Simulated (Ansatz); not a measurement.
# C₂H₅ISn: up Jacob's ladder to CCSD(T)

How much do the methods differ for C₂H₅ISn? The plan is to run it at one geometry with functionals of several rungs and with coupled cluster. The yardstick is the atomisation energy at the CCSD(T) limit.

Computed with Ansatz 0.2.0, Gaussian basis. Level: functionals in def2-TZVPP, the program's frozen cores in correlated methods.

Plan: LDA (SPW92), PBE-D4, revPBE-D4, BLYP-D4, r2SCAN-D4, B97M-V, PBE0-D4, B3LYP-D4, r2SCANh-D4, r2SCAN0-D4, HSE06-D4, BHLYP-D4, CAM-B3LYP-D4, LC-ωPBE, ωB97X-V, ωB97M-V, B2PLYP, PBE-QIDH; CCSD(T)/def2-SVP; CCSD(T)/def2-TZVPP; MP2/def2-QZVPP; extrapolation to the limit; RPA on PBE.

### Step 1. The relaxed structure

The geometry comes from an earlier relaxation with PBE0-D4 in a triple-zeta def2 set; it is a stationary point, not always the lowest conformer. I, Sn take the def2 core potential; no spin-orbit term is included.

SMILES `[I][SnH]1[CH2][CH2]1`, 9 atoms, charge 0, spin multiplicity 1.

Atoms are counted from 1 here; the program's logs count them from 0.

Bond lengths: I1–Sn2 2.781 Å, Sn2–C3 2.595 Å, Sn2–C4 2.762 Å, Sn2–H5 1.775 Å, C3–C4 1.350 Å, C3–H6 1.084 Å, C3–H7 1.085 Å, C4–H8 1.084 Å, C4–H9 1.083 Å. Angles: I1–Sn2–C3 92.8°, I1–Sn2–C4 87.8°, I1–Sn2–H5 94.4°, C3–Sn2–C4 29.0°, C3–Sn2–H5 92.4°, C4–Sn2–H5 64.4°, Sn2–C3–C4 82.4°, Sn2–C3–H6 102.4°, Sn2–C3–H7 93.3°, C4–C3–H6 121.4°, C4–C3–H7 120.9°, H6–C3–H7 117.1°, Sn2–C4–C3 68.6°, Sn2–C4–H8 97.1°, Sn2–C4–H9 106.7°, C3–C4–H8 121.3°, C3–C4–H9 121.5°, H8–C4–H9 117.1°.

### Step 2. LDA

This LDA is Slater exchange with PW92 correlation.

in.yaml

```yaml
crystal:
  periodic: [false, false, false]
  atoms:
    - {symbol: I, position_ang: [-0.717508, -0.687829, -2.909008]}
    - {symbol: Sn, position_ang: [0.439886, 1.235348, -1.267688]}
    - {symbol: C, position_ang: [0.897298, -0.475693, 0.628356]}
    - {symbol: C, position_ang: [-0.407099, -0.256438, 0.897622]}
    - {symbol: H, position_ang: [-1.100143, 1.739213, -0.544040]}
    - {symbol: H, position_ang: [1.681704, 0.011044, 1.197455]}
    - {symbol: H, position_ang: [1.200249, -1.255499, -0.063072]}
    - {symbol: H, position_ang: [-1.187915, -0.805031, 0.384062]}
    - {symbol: H, position_ang: [-0.717975, 0.448586, 1.659212]}
basis:
  gaussian: {orbitals: def2-TZVPP}
hamiltonian: {xc: lda}
output: {orbitals: {seedname: orbitals}}
```

The runs that follow: PBE-D4 (GGA); revPBE-D4 (GGA); BLYP-D4 (GGA); r2SCAN-D4 (meta-GGA); B97M-V (meta-GGA); PBE0-D4 (hybrid); B3LYP-D4 (hybrid); r2SCANh-D4 (hybrid); r2SCAN0-D4 (hybrid); HSE06-D4 (hybrid); BHLYP-D4 (hybrid); CAM-B3LYP-D4 (range-separated); LC-ωPBE (range-separated); ωB97X-V (range-separated); ωB97M-V (range-separated); B2PLYP (double hybrid); PBE-QIDH (double hybrid); CCSD(T) in def2-SVP; CCSD(T) in def2-TZVPP; MP2 in def2-QZVPP; RPA on PBE orbitals.

**Question.** What will the summary of the whole plan be? Wanted: atomisation energy, CCSD(T)/CBS; farthest beyond LDA; mean size of error, GGA; mean size of error, meta-GGA; mean size of error, hybrid; mean size of error, range-separated; mean size of error, double hybrid; gap, smallest and largest; T1 diagnostic.

**Answer**, as computed:

```
                               quantity                                                    value
        atomisation energy, CCSD(T)/CBS                                                31.081 eV
    functionals within 0.311 eV (1.0 %)  BLYP-D4, r2SCAN-D4, B97M-V, PBE0-D4, B3LYP-D4, HSE06-D4
                    farthest beyond LDA                                     BHLYP-D4 (-0.981 eV)
                mean size of error, GGA                                                 0.311 eV
           mean size of error, meta-GGA                                                 0.134 eV
             mean size of error, hybrid                                                 0.392 eV
    mean size of error, range-separated                                                 0.464 eV
      mean size of error, double hybrid                                                 0.559 eV
              gap, smallest and largest                 2.87 eV (LDA (SPW92)), 8.97 eV (LC-ωPBE)
                          T1 diagnostic                                                   0.0131
triples share of the correlation energy                                                    3.1 %
```

In words: The LDA atomisation energy is off by 4.107 eV (13 %): it overbinds. PBE-D4 misses by +0.384 eV. Double hybrids carry the basis error of their MP2 part in triple zeta, and no dispersion term here, so their miss is partly the set-up's. By mean error the best rung here is meta-GGA (0.134 eV) and the worst beyond LDA is double hybrid (0.559 eV). The reference freezes the cores and leaves out spin-orbit coupling and excitations past (T), and its outer-core shells are covered unevenly, so misses under about 0.311 eV can't be ranked. All levels share the lack of spin-orbit coupling, which lowers the free heavy atoms and so the true binding. Hartree-Fock recovers 72 % of the binding; the rest is correlation. CCSD(T) in def2-SVP is off by -2.052 eV, which most functionals beat. Orbital gaps span 2.9 to 9.0 eV; exact exchange widens them. Correlated methods include outer-core shells of I, Sn, which these sets cover unevenly.
